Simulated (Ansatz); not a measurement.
GaAg3, space group Pm-3m, a point defect in a supercell

With Ansatz 0.2.0, Python API.

The script reads `gaag3.extxyz`:
```text
4
Lattice="4.08129539 0.0 0.0 0.0 4.08129539 0.0 0.0 0.0 4.08129539" Properties=species:S:1:pos:R:3 pbc="T T T"
Ga    0.00000000    0.00000000    0.00000000
Ag    2.04064770    0.00000000    2.04064770
Ag    0.00000000    2.04064770    2.04064770
Ag    2.04064770    2.04064770    0.00000000
```

Typed at the interpreter:
```pycon
>>> import warnings
>>> import ansatz as az
>>> import numpy as np
>>> K_LENGTH = 11
>>> XC = "r2scan"
>>> VDW = "d4"
>>> MAX_ITERATIONS = 150
>>> FILLING = "fermi_dirac"
>>> warnings.simplefilter("ignore", az.DeckWarning)
>>> cell = az.Crystal.from_extxyz("gaag3.extxyz")
>>> host = cell.supercell(2, 2, 1)
>>> defective = host.substitution("Pd", at=(0.0, 0.5, 0.5), replaces="Ag")
>>> def settled(structure):
...     return (
...         structure.calculation()
...         .kpoints(length=K_LENGTH)
...         .initial_density(normalization="cell")
...         .pseudopotentials("nc")
...         .functional(XC, dispersion=VDW)
...         .scf(max_iterations=MAX_ITERATIONS, lower_state_search="light")
...         .occupations(FILLING, width=20 * az.meV)
...         .band_table()
...     )
...
>>> perfect = settled(host).run(threads=1, pin="off").report

>>> calculation = settled(defective).forces()
>>> done = calculation.run(threads=1, pin="off")
>>> summary = done.report
>>> summary["n_iterations"], summary["closed_by"]
(14, 'deck_thresholds')
>>> n_host, n_defect = len(perfect["lattice"]["sites"]), len(summary["lattice"]["sites"])
>>> print(f"perfect cell: {n_host} atoms, F = {perfect['free_energy_ev']:.4f} eV")
perfect cell: 16 atoms, F = -56738.0998 eV
>>> print(f"defect cell:  {n_defect} atoms, F = {summary['free_energy_ev']:.4f} eV")
defect cell:  16 atoms, F = -56183.1329 eV
>>> # chemical potentials are still to be added to this difference
>>> print(f"difference {summary['free_energy_ev'] - perfect['free_energy_ev']:.4f} eV (no chemical potentials)")
difference 554.9669 eV (no chemical potentials)
>>> for site in done.lattice.sites:
...     print(f"{site.symbol:2s}", " ".join(f"{v:8.4f}" for v in site.position_ang))
...
Ga   0.0000  -0.0000  -0.0000
Ag   2.0406  -0.0000   2.0406
Pd   0.0000   2.0406   2.0406
Ag   2.0406   2.0406  -0.0000
Ga   0.0000   4.0813  -0.0000
Ag   2.0406   4.0813   2.0406
Ag   0.0000   6.1219   2.0406
Ag   2.0406   6.1219  -0.0000
Ga   4.0813  -0.0000  -0.0000
Ag   6.1219  -0.0000   2.0406
Ag   4.0813   2.0406   2.0406
Ag   6.1219   2.0406  -0.0000
Ga   4.0813   4.0813  -0.0000
Ag   6.1219   4.0813   2.0406
Ag   4.0813   6.1219   2.0406
Ag   6.1219   6.1219  -0.0000
```

Reading the output:
- These settings explore the input space; cutoff and mesh may be short of convergence.
- Such functionals run on norm-conserving files made under PBE, which can move pressures by some GPa.
- Dispersion corrections can be off by several per cent in the lattices of metals, and by several GPa in the pressure at a fixed cell.
- The atoms stand at ideal sites; relaxing them can change energy and levels by an eV or more.
- The difference holds no chemical potentials.
- The structure comes from a database of computed cells and needn't be a stable or known phase.
- The supercell is small, so the defect meets its images and the energies aren't those of an isolated defect; a partly filled defect level may also lower its energy by spin or distortion. For a charged cell the difference holds no correction, alignment or term for the electrons' reservoir.
- It ran for 2.6 min on 1 thread of Arm Neoverse V2, with other jobs on the host, peak memory 2.3 GiB.

(Lines on the test bed's own set-up are left out of the output.)
